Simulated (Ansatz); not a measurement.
# CH2BN (SMILES BC#N): RPA@PBE/STO-3G

Aim: the electronic atomisation energy of CH2BN at RPA@PBE/STO-3G, from 5 runs. 

The results are computed with Ansatz 0.2.0.

## (1) Starting point

CH2BN has 5 atoms, charge 0, and is taken as a singlet. SMILES: `BC#N`. Geometry: relaxed at PBE0-D4/def2-TZVP.

Bond lengths: B1–C2 1.522 Å, C2–N3 1.154 Å, B1–H4 1.189 Å, B1–H5 1.189 Å. Angles: B1–C2–N3 180.0°, C2–B1–H4 118.9°, C2–B1–H5 118.9°, H4–B1–H5 122.2°.

## (2) The energy at RPA@PBE/STO-3G

run.yaml

```yaml
crystal:
  periodic: [false, false, false]
  atoms:
    - {symbol: B, position_ang: [-0.219200, 0.441300, -0.341900]}
    - {symbol: C, position_ang: [0.352700, -0.696700, 0.490700]}
    - {symbol: N, position_ang: [0.786500, -1.559600, 1.122200]}
    - {symbol: H, position_ang: [-0.744300, 0.187400, -1.377600]}
    - {symbol: H, position_ang: [-0.125900, 1.554000, 0.065300]}
basis:
  gaussian:
    orbitals: STO-3G
hamiltonian:
  xc: pbe
accuracy: high
correlation:
  method: rpa
  frozen_orbitals: {B: 1, C: 1, H: 0, "N": 1}
magnetization:
  spin_polarized: false
  initial_magnetization: 0
```

Command:

```bash
ansatz run run.yaml --threads 1 --pin off --max-ram 2610MiB --events-out events.jsonl --progress --plain --runs-dir runs
```

What it wrote:

```text
Warning: RAYON_NUM_THREADS=1 ignored (pool sized by the plan → 1); use --threads N
Functional definition: PBE
  name "PBE"
  parameter kappa = 0.804
  parameter beta = 0.06672455060314922
  exchange = pbe_x(kappa = kappa, mu = beta*pi^2/3)
  correlation = pbe_c(beta = beta)
296 factors; integrals over basis functions are off by at most 8.1e-9 eV
mean field evaluation 1: about -3187.6778 eV, gradient 2.2e1 eV
mean field evaluation 2: about -3187.5832 eV, gradient 2.2e1 eV
mean field evaluation 4: about -3188.8368 eV, gradient 5.3e0 eV
mean field evaluation 8: about -3188.9111 eV, gradient 8.4e-3 eV
mean field evaluation 16: about -3188.9110 eV, gradient 1.8e-7 eV
mean field -3188.91097313 eV, -117.1903167411 hartree, gradient 2.0e-8 eV, S^2 0.000000; 0 other end points of the search recorded, 0 dependent functions left out
3 core orbitals not correlated: weight in the atoms' cores, before any rotation towards them, 1.000 or more for the frozen orbitals, at most 0.000 for the correlated occupied ones
reference -3173.72095456 eV, -116.6320938546 hartree; 7, 7 occupied and 7, 7 virtual orbitals, 296 factors
Total energy: -3181.51894955 eV, -116.9186648850 hartree
```

Wall time 1.3 s (1 thread of Arm Neoverse V1, shared host); peak memory 0.093 GiB.

## (3) The B atom

input.yaml

```yaml
crystal:
  periodic: [false, false, false]
  atoms:
    - {symbol: B, position_ang: [0.000000, 0.000000, 0.000000]}
basis:
  gaussian:
    orbitals: STO-3G
magnetization:
  spin_polarized: true
  initial_magnetization: 1
hamiltonian:
  xc: {name: PBE}
correlation:
  method: rpa
  frozen_orbitals: {B: 1}
accuracy: high
```

Run the same way, it converges to -24.22643 Eh (log not shown).

## (4) The C atom

input.yaml

```yaml
crystal:
  periodic: [false, false, false]
  atoms:
    - {symbol: C, position_ang: [0.000000, 0.000000, 0.000000]}
basis:
  gaussian: {orbitals: STO-3G}
magnetization: {spin_polarized: true, initial_magnetization: 2}
hamiltonian: {xc: pbe}
correlation: {method: rpa, frozen_orbitals: {C: 1}}
accuracy: high
```

Run the same way, it converges to -37.26175 Eh (log not shown).

## (5) The H atom

run.yaml

```yaml
crystal:
  periodic: [false, false, false]
  atoms:
    - {symbol: H, position_ang: [0.000000, 0.000000, 0.000000]}
basis:
  gaussian: {orbitals: STO-3G}
magnetization: {spin_polarized: true, initial_magnetization: 1}
hamiltonian: {xc: pbe}
correlation: {method: rpa, frozen_orbitals: {H: 0}}
accuracy: high
```

Run the same way, it converges to -0.46658 Eh (log not shown).

## (6) The N atom, same level

in.yaml

```yaml
crystal:
  periodic: [false, false, false]
  atoms:
    - {symbol: "N", position_ang: [0.000000, 0.000000, 0.000000]}
basis:
  gaussian:
    orbitals: STO-3G
magnetization:
  spin_polarized: true
  initial_magnetization: 3
hamiltonian:
  xc: {name: PBE}
correlation:
  method: rpa
  frozen_orbitals: {"N": 1}
accuracy: high
```

Run the same way, it converges to -53.74680 Eh (log not shown).

## (7) Summary of results

At RPA@PBE/STO-3G, 3 core orbitals frozen:

| quantity | value |
| --- | --- |
| molecule: total energy | -116.91866 Eh |
| molecule: RPA correlation energy (valence) | -286.6 mEh |
| B atom: total energy | -24.22643 Eh |
| B atom: RPA correlation energy (valence) | -77.4 mEh |
| B atom: ⟨S²⟩ of the reference determinant | 0.750 |
| C atom: total energy | -37.26175 Eh |
| C atom: RPA correlation energy (valence) | -63.4 mEh |
| C atom: ⟨S²⟩ of the reference determinant | 2.000 |
| H atom: total energy | -0.46658 Eh |
| H atom: RPA correlation energy | 0.0 mEh |
| H atom: ⟨S²⟩ of the reference determinant | 0.750 |
| N atom: total energy | -53.74680 Eh |
| N atom: RPA correlation energy (valence) | -27.8 mEh |
| N atom: ⟨S²⟩ of the reference determinant | 3.750 |
| electronic atomisation energy | 20.423 eV |

In words: Taking the molecule apart into free atoms costs 20.42 eV (471 kcal/mol), before zero-point energy and without spin-orbit coupling. In a minimal basis such a difference can be off by several eV, whatever the method.
